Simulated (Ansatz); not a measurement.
**As4 (arsenic tetramer) at PBE0-DH/aug-pcseg-1 (density fitting with def2-universal-jkfit, accuracy low, start density atoms, xc c 0.3)**

Wanted: a structure relaxation of As4 (arsenic tetramer). 

The calculation is run with Ansatz 0.2.0.

2 further runs of the same task are left out: 1 that didn't finish, 1 set aside as unsound or not needed. Runs told in other sessions of the task aren't counted.

## 1. The structure to begin with

As4: 4 atoms, total charge 0, spin state singlet. As SMILES, `[As]12[As]3[As]1[As]23`. The shape is that of a PBE0-D4/def2-TZVP optimisation. The run starts from this shape.

Bond lengths: As1–As2 2.424 Å, As1–As3 2.424 Å, As2–As3 2.424 Å, As1–As4 2.424 Å, As2–As4 2.424 Å, As3–As4 2.424 Å. Some angles: As1–As2–As3 60.0°, As1–As2–As4 60.0°, As3–As2–As4 60.0°, As2–As1–As3 60.0°, As2–As1–As4 60.0°, As3–As1–As4 60.0°, As1–As3–As2 60.0°, As1–As3–As4 60.0°, As2–As3–As4 60.0°, As1–As4–As2 60.0°.

## 2. A structure relaxation at PBE0-DH/aug-pcseg-1 (density fitting with def2-universal-jkfit, accuracy low, start density atoms, xc c 0.3)

Contents of in.yaml:

```yaml
crystal:
  periodic: [false, false, false]
  atoms:
    - {symbol: As, position_ang: [0.408230, -1.037610, 0.980150]}
    - {symbol: As, position_ang: [-0.244980, 1.281220, 0.708840]}
    - {symbol: As, position_ang: [-1.243230, -0.430680, -0.687660]}
    - {symbol: As, position_ang: [1.079970, 0.187070, -1.001320]}
basis:
  gaussian: {orbitals: aug-pcseg-1.json, fitting: {mean_field: def2-universal-jkfit}}
hamiltonian: {xc: {name: PBE0-DH, parameters: {c: 0.3}}}
correlation: {electrons: outside_noble_gas}
accuracy: low
relax: {}
```

The basis set aug-pcseg-1 is read from a file made from the Basis Set Exchange's data (not shown).

Run with:

```bash
ansatz run in.yaml --threads 1 --pin off --max-ram 3480MiB --events-out events.jsonl --progress --plain --runs-dir runs
```

What it wrote (excerpt; [...] marks lines left out):

```text
Warning: RAYON_NUM_THREADS=1 ignored (pool sized by the plan → 1); use --threads N
[...]
Functional definition: PBE0-DH
  name "PBE0-DH"
[...]
  with c = 0.3 from the input
1064 factors; integrals over basis functions are off by at most 1.2e-1 eV
[...]
mean field -243264.28700448 eV, -8939.7976569587 hartree, gradient 3.3e-6 eV, S^2 0.000000; 0 other end points of the search recorded, 0 dependent functions left out
56 core orbitals not correlated: weight in the atoms' cores, before any rotation towards them, 0.999 or more for the frozen orbitals, at most 0.000 for the correlated occupied ones
reference -243264.28704192 eV, -8939.7976583346 hartree; 10, 10 occupied and 78, 78 virtual orbitals, 1064 factors
second order -15.20540115 eV of doubles, -0.00000000 eV of singles
[...]
relax step   1: F+E_penalty+E_count = -243268.84862483 eV  Δ(F+E_penalty+E_count) = +0.000e0 eV  max|allowed force component| = 9.845e-1 eV/Å  Δτ_max = 0.0000 Å  (38 SCF iters, accepted)
[...]
relax step   2: F+E_penalty+E_count = -243268.91546843 eV  Δ(F+E_penalty+E_count) = -6.684e-2 eV  max|allowed force component| = 1.101e-1 eV/Å  Δτ_max = 0.0346 Å  (40 SCF iters, accepted)
[...]
relax step   3: F+E_penalty+E_count = -243268.91645111 eV  Δ(F+E_penalty+E_count) = -9.827e-4 eV  max|allowed force component| = 3.349e-3 eV/Å  Δτ_max = 0.0040 Å  (35 SCF iters, accepted)
1064 factors; integrals over basis functions are off by at most 1.2e-1 eV
mean field -243264.26889098 eV, -8939.7969912998 hartree, gradient 2.0e-6 eV, S^2 0.000000; 1 other end points of the search recorded, 0 dependent functions left out
56 core orbitals not correlated: weight in the atoms' cores, before any rotation towards them, 0.999 or more for the frozen orbitals, at most 0.000 for the correlated occupied ones
reference -243264.26892878 eV, -8939.7969926890 hartree; 10, 10 occupied and 78, 78 virtual orbitals, 1064 factors
second order -15.49186710 eV of doubles, -0.00000000 eV of singles
[...]
Total energy: -243268.91648891 eV, -8939.9677873736 hartree
Atom 0 at     0.416646    -1.058999     1.000348 Å, force     0.001067    -0.002713     0.002562 eV/Å
Atom 1 at    -0.250032     1.307630     0.723447 Å, force    -0.000640     0.003349     0.001853 eV/Å
Atom 2 at    -1.268857    -0.439555    -0.701830 Å, force    -0.003250    -0.001126    -0.001798 eV/Å
Atom 3 at     1.102233     0.190925    -1.021955 Å, force     0.002823     0.000489    -0.002618 eV/Å
Dipole moment:    -0.000000    -0.000000    -0.000000 e Å
```

Run time: 1.8 min. Hardware: 1 thread of Arm Neoverse V2, shared host; peak memory 0.47 GiB.

The path in brief:

```tsv
step	energy from the first frame kept (eV)	largest force (eV/Å)
1	0.0000	1.1408
2	-0.0668	0.1276
3	-0.0678	0.0039
```

After the run. Bond lengths: As1–As2 2.474 Å, As1–As3 2.474 Å, As2–As3 2.474 Å, As1–As4 2.474 Å, As2–As4 2.474 Å, As3–As4 2.474 Å. Some angles: As1–As2–As3 60.0°, As1–As2–As4 60.0°, As3–As2–As4 60.0°, As2–As1–As3 60.0°, As2–As1–As4 60.0°, As3–As1–As4 60.0°, As1–As3–As2 60.0°, As1–As3–As4 60.0°, As2–As3–As4 60.0°, As1–As4–As2 60.0°.

## 3. Results

At PBE0-DH/aug-pcseg-1 (density fitting with def2-universal-jkfit, accuracy low, start density atoms, xc c 0.3), 56 core orbitals frozen:

| quantity | value |
| --- | --- |
| total energy at the end | -8939.96779 Eh |
| dipole moment (SCF part) | 0.00 D |

At the final geometry: Bond lengths: As1–As2 2.474 Å, As1–As3 2.474 Å, As2–As3 2.474 Å, As1–As4 2.474 Å, As2–As4 2.474 Å, As3–As4 2.474 Å. Some angles: As1–As2–As3 60.0°, As1–As2–As4 60.0°, As3–As2–As4 60.0°, As2–As1–As3 60.0°, As2–As1–As4 60.0°, As3–As1–As4 60.0°, As1–As3–As2 60.0°, As1–As3–As4 60.0°, As2–As3–As4 60.0°, As1–As4–As2 60.0°. The optimisation took 2 steps and changed the energy by -0.068 eV. The accuracy setting is loose, so the last digits carry no meaning.
